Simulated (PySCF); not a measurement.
# Br4Si: the cost of one run

Computed with PySCF 2.14.0 and routines of our own; the level stands in each step. Atoms count from 0.

## Step 1: The system as given

5 atoms, charge 0, multiplicity 1; geometry from: GFN2-xTB.

## Step 2: Optimising the geometry at PBE0-D3(BJ)/def2-SVP

What the job is given:

```
{"job": {"xc": "PBE0", "basis": "def2-SVP", "d3": "d3bj", "grid": 1, "maxiter": 30, "shake": 0.01, "kind": "geom"}, "charge": 0, "multiplicity": 1}
Br     0.542760    -1.673120    -1.375450
Si    -0.003920    -0.003770    -0.005430
Br    -0.903060     1.665440    -1.160880
Br     1.858320     0.705460     1.024350
Br    -1.460520    -0.727980     1.479510
```

Started as:

```sh
OMP_NUM_THREADS=1 python heavy_run.py task.json out
```

This one command runs all jobs of the session in turn.

Q: Estimate the wall time and peak memory of this first job on 1 thread of Arm Neoverse V1, shared host.

About 1.7 min, with a peak of 0.82 GiB.
